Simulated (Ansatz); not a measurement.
# Sb3Se: the cost of one run

Program: Ansatz 0.2.0. Level of theory: DFT PBE, scalar-relativistic, plane waves, PAW. These are calculated values, not measurements.

**1. The starting structure**

The structure is orthorhombic, space group Cmmm (No. 65). Conventional cell: a = 4.172 Å, b = 5.292 Å, c = 11.219 Å, α = 90.00°, β = 90.00°, γ = 90.00°. Sb (site symmetry mm2) has 8 Sb at 3.37 to 3.87 Å and 4 Se at 3.48 to 3.84 Å as nearest neighbours. Sb (site symmetry mmm) has 12 Sb at 3.37 to 3.87 Å as nearest neighbours. Se (site symmetry mmm) is surrounded by 4 Se at 3.37 Å and 8 Sb at 3.48 to 3.84 Å.

As a file:

```xyz
4
Lattice="2.0862 -2.6462 0.0000 2.0862 2.6462 0.0000 0.0000 0.0000 11.2187" Properties=species:S:1:pos:R:3 pbc="T T T"
Sb    2.0862    0.0000    8.4354
Sb    0.0000    0.0000    5.6094
Sb    2.0862    0.0000    2.7834
Se    0.0000    0.0000    0.0000
```

A structure generator made this guess: species swapped into a database cell of Nb3Au (Cmmm, No. 65), with Sb on the Nb sites and Se on the Au sites. Lengths come from tabulated atomic sizes and are only a guess.

**2. A first look at the guess**

input.yaml

```yaml
crystal:
  lattice:
    - [2.08618225, -2.6462479, 0.0]
    - [2.08618225, 2.6462479, 0.0]
    - [0.0, 0.0, 11.21874776]
  atoms:
    - { symbol: Sb, position: [0.5, 0.5, 0.75189924] }
    - { symbol: Sb, position: [0.0, 0.0, 0.5] }
    - { symbol: Sb, position: [0.5, 0.5, 0.24810076] }
    - { symbol: Se, position: [0.0, 0.0, 0.0] }
basis:
  ecutwfc: 420
kpoints:
  mp_grid: { grid: [6, 6, 2] }
hamiltonian:
  xc: pbe
scf:
  occupations: { method: gaussian, width: 0.1 }
  lower_state_search: "off"
output:
  forces: true
  stress: true
  eigenvalues: true
```

The run is started by

```bash
$ ansatz run input.yaml --threads 1 --pin off --max-ram 2560MiB --backend cpu --events-out ev --progress --plain --runs-dir out
```

**Question.** How long does this run take on 1 thread of Arm Neoverse V1, shared host, and how much memory does it need?

About 7.2 s, with a peak of 0.4 GiB.
